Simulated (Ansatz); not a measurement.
# CF4 (tetrafluoromethane) at HF/STO-3G

What is the electronic atomisation energy of CF4 (tetrafluoromethane) at HF/STO-3G? 

Program for the calculation: Ansatz 0.2.0.

30 further runs of the same task are left out: 2 that didn't finish, 28 set aside as unsound or not needed.

## (1) The structure to begin with

The species is CF4 (5 atoms), meant as a singlet with charge 0. As SMILES, `FC(F)(F)F`. The shape is that of a PBE0-D4/def2-TZVP optimisation.

Bond lengths: F1–C2 1.318 Å, C2–F3 1.318 Å, C2–F4 1.318 Å, C2–F5 1.318 Å. Angles: F1–C2–F3 109.5°, F1–C2–F4 109.5°, F1–C2–F5 109.5°, F3–C2–F4 109.5°, F3–C2–F5 109.5°, F4–C2–F5 109.5°.

## (2) The energy at HF/STO-3G

run.yaml reads:

```yaml
crystal:
  periodic: [false, false, false]
  atoms:
    - {symbol: F, position_ang: [-0.850100, 0.025300, 0.989500]}
    - {symbol: C, position_ang: [0.010000, -0.014700, -0.008300]}
    - {symbol: F, position_ang: [1.157500, -0.501300, 0.420100]}
    - {symbol: F, position_ang: [-0.464000, -0.786000, -0.966200]}
    - {symbol: F, position_ang: [0.196600, 1.203000, -0.476700]}
basis:
  gaussian:
    orbitals: STO-3G
total_charge: 0
hamiltonian:
  xc: hf
accuracy: high
output: {orbitals: {seedname: orbitals}}
```

Command:

```sh
$ ansatz run run.yaml --threads 1 --pin off --max-ram 3480MiB --events-out events.jsonl --progress --plain --runs-dir runs
```

Log:

```text
Warning: RAYON_NUM_THREADS=1 ignored (pool sized by the plan → 1); use --threads N
Functional definition: HF
  name "HF"
  exchange = exact_x
  correlation = 0
497 factors; integrals over basis functions are off by at most 3.4e-8 eV
mean field evaluation 1: about -11683.0145 eV, gradient 4.3e1 eV
mean field evaluation 2: about -11683.2074 eV, gradient 4.4e1 eV
mean field evaluation 4: about -11689.1540 eV, gradient 2.0e0 eV
mean field evaluation 8: about -11689.1700 eV, gradient 1.5e-4 eV
mean field -11689.16998101 eV, -429.5690735980 hartree, gradient 2.1e-8 eV, S^2 0.000000; 0 other end points of the search recorded, 0 dependent functions left out
reference -11689.16998101 eV, -429.5690735980 hartree; 21, 21 occupied and 4, 4 virtual orbitals, 497 factors
Total energy: -11689.16998101 eV, -429.5690735980 hartree
```

It took 0.16 s on 1 thread of Arm Neoverse V1, shared host.

## (3) The C atom

run.yaml reads:

```yaml
crystal:
  periodic: [false, false, false]
  atoms:
    - {symbol: C, position_ang: [0.000000, 0.000000, 0.000000]}
basis:
  gaussian:
    orbitals: STO-3G
magnetization:
  spin_polarized: true
  initial_magnetization: 2
hamiltonian:
  xc: hf
accuracy: high
```

Run the same way, it converges to -37.19839 Eh (log not shown).

## (4) The F atom, same level

input.yaml reads:

```yaml
crystal:
  periodic: [false, false, false]
  atoms:
    - {symbol: F, position_ang: [0.000000, 0.000000, 0.000000]}
basis:
  gaussian:
    orbitals: STO-3G
hamiltonian:
  xc: hf
magnetization:
  spin_polarized: true
  initial_magnetization: 1
accuracy: high
```

Run the same way, it converges to -97.98651 Eh (log not shown).

## (5) What came out

At HF/STO-3G:

```
                     quantity          value
       molecule: total energy  -429.56907 Eh
        molecule: HOMO energy      -13.30 eV
        molecule: LUMO energy       16.78 eV
      molecule: HOMO–LUMO gap       30.08 eV
         C atom: total energy   -37.19839 Eh
                 C atom: ⟨S²⟩          2.000
         F atom: total energy   -97.98651 Eh
                 F atom: ⟨S²⟩          0.750
electronic atomisation energy      11.556 eV
```

**Reading.** Taking the molecule apart into free atoms costs 11.56 eV (1115 kJ/mol), before zero-point energy and without spin-orbit coupling. Hartree–Fock lacks the correlation of the bonding pairs, which as a rule makes this value much too low; in minimal bases other errors can mask that. In a minimal basis such a difference can be off by several eV, whatever the method.
